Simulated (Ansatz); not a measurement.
# CH₅AsO: small, medium and large basis sets

The task here is to estimate one member of a computed series from the others.

Computed with Ansatz 0.2.0, Gaussian basis. Level: one geometry, several basis sets.

The runs, in order: PBE0-D4/def2-SVP; ωB97M-V/def2-SVP; PBE0-D4/def2-QZVPP; ωB97M-V/def2-QZVPP; the functionals' def2-TZVPP values are taken from earlier runs.

### The relaxed structure

An earlier PBE0-D4 in a triple-zeta def2 set relaxation fixed the geometry.

SMILES `CO[AsH2]`, 8 atoms, charge 0, spin multiplicity 1.

Atoms are counted from 1 here; the program's logs count them from 0.

Bond lengths: C1–O2 1.407 Å, C1–H4 1.098 Å, C1–H5 1.098 Å, C1–H6 1.093 Å, O2–As3 1.784 Å, As3–H7 1.538 Å, As3–H8 1.538 Å. Angles: O2–C1–H4 111.6°, O2–C1–H5 111.6°, O2–C1–H6 107.7°, H4–C1–H5 108.3°, H4–C1–H6 108.8°, H5–C1–H6 108.8°, C1–O2–As3 118.1°, O2–As3–H7 97.5°, O2–As3–H8 97.5°, H7–As3–H8 90.2°.

Set-up of the first run:

Input file in.yaml:

```yaml
crystal:
  periodic: [false, false, false]
  atoms:
    - {symbol: C, position_ang: [-0.419750, 0.876843, -0.216055]}
    - {symbol: O, position_ang: [-0.786445, -0.147670, 0.675496]}
    - {symbol: As, position_ang: [0.254698, -1.593621, 0.766270]}
    - {symbol: H, position_ang: [-0.394180, 0.518891, -1.253320]}
    - {symbol: H, position_ang: [0.566304, 1.291578, 0.029705]}
    - {symbol: H, position_ang: [-1.166058, 1.670671, -0.135438]}
    - {symbol: H, position_ang: [1.607274, -0.863866, 0.823686]}
    - {symbol: H, position_ang: [0.430257, -1.809927, -0.746245]}
basis:
  gaussian: {orbitals: def2-SVP}
hamiltonian: {xc: pbe0, dispersion: d4}
output: {orbitals: {seedname: orbitals}}
```

Steps of the session up to this table: PBE0-D4 in def2-SVP; ωB97M-V in def2-SVP; PBE0-D4 in def2-QZVPP; ωB97M-V in def2-QZVPP.

One of the session's tables, all rows but one given; the rest of the session is left out.

It belongs to the step «Density functionals: the series». 

| functional | basis | HOMO (eV) | LUMO (eV) |
| --- | --- | --- | --- |
| PBE0-D4 | def2-SVP | -7.72 | -0.07 |
| PBE0-D4 | def2-TZVPP | -7.79 | -0.36 |
| PBE0-D4 | def2-QZVPP | -7.83 | -0.53 |
| ωB97M-V | def2-SVP | -9.91 | 2.00 |
| ωB97M-V | def2-TZVPP | -10.00 | 1.59 |
| ωB97M-V | def2-QZVPP | ? | ? |

Q: Estimate the row for ωB97M-V, def2-QZVPP from the others.

**Answer.** HOMO (eV): -10.04; LUMO (eV): 1.25. In the column «HOMO (eV)» it is the lowest.
